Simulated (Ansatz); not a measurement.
# SiGeC+ (quartet): from Hartree-Fock to the top rungs, cc-pVDZ

The task here is to estimate one member of a computed series from the others.

Computed with Ansatz 0.2.0, Gaussian basis. Level: cc-pVDZ, core rule «outside noble gas», up to 20 orbitals frozen.

The runs, in order: UHF; CCSD(T) on ROHF; CCSD(T) on UHF; BCCD(T) on ROHF; CISD; CCSDT(Q) on ROHF; CCSDT(Q) on UHF.

26 further runs of the same task are left out: 1 for a known fault of the program, 11 that didn't finish, 14 set aside as unsound or not needed.

### The geometry

The geometry is a PBE0/def2-TZVP stationary point (not a proven minimum) of the parent state, kept for this charge and spin. No spin-orbit coupling is included. The filled d shell of Ge may be among the frozen orbitals whatever the setting's name suggests; the logs give the count.

3 atoms, charge 1, spin multiplicity 4.

Atoms are counted from 1 here; the program's logs count them from 0.

Bond lengths: Ge1–C2 1.868 Å, C2–Si3 1.752 Å. Angles: Ge1–C2–Si3 180.0°.

Coordinates:

```
Ge    0.00000    0.00000    1.82961
C     0.00000    0.00000   -0.03861
Si    0.00000    0.00000   -1.79100
```

The first run:

Input file in.yaml:

```yaml
crystal:
  periodic: [false, false, false]
  atoms:
    - {symbol: Ge, position_ang: [0.000000, 0.000000, 1.829607]}
    - {symbol: C, position_ang: [0.000000, 0.000000, -0.038606]}
    - {symbol: Si, position_ang: [0.000000, 0.000000, -1.791001]}
basis:
  gaussian: {orbitals: cc-pVDZ}
total_charge: 1
magnetization: {spin_polarized: true, initial_magnetization: 3}
hamiltonian: {xc: hf}
output: {orbitals: {seedname: orbitals}}
```

Launch:

```sh
$ ansatz run in.yaml --threads 1 --pin off --events-out ev --progress --plain --max-ram 2393MiB
```

Among the steps run: UHF; CCSD(T) on ROHF; CCSD(T) on UHF; BCCD(T) on ROHF; CISD; CCSDT(Q) on ROHF; CCSDT(Q) on UHF.

One of the session's tables, all rows but one given; the rest of the session is left out.

| method | from RCCSDT(Q) (kcal/mol) |
| --- | --- |
| RMP2 | +33.65 |
| UMP2 | +35.56 |
| RCCSD | +16.32 |
| UCCSD | +15.95 |
| RCCSD(T) | +4.33 |
| UCCSD(T) | +4.23 |
| BCCD(T) | ? |
| RCCSDT | +2.29 |
| UCCSDT | +2.17 |
| RCCSDT(Q) | 0 |
| UCCSDT(Q) | -0.11 |

Estimate the missing values for BCCD(T).

As computed: from RCCSDT(Q) (kcal/mol): +4.38. In the column «from RCCSDT(Q) (kcal/mol)» it lies between RCCSD(T) (+4.33) and UCCSD (+15.95).

Not comparable, so not listed: CISD (they don't share determinant, frozen orbitals or solution with the rows shown, or repeat one).

Caveats from the session: The report flags that the cluster equations may have other roots. Left out of the table: ROHF, UHF (another determinant or state than the rows shown). The program flags RCCSD(T), BCCD(T), RCCSDT(Q) as in doubt, so the zero of the table is itself unsure. Warnings: coupled cluster took another determinant than the lowest. Restricted and unrestricted rows rest on different reference determinants; where their highest levels disagree by more than a few hundredths of an eV, they describe different states and don't form one ladder.
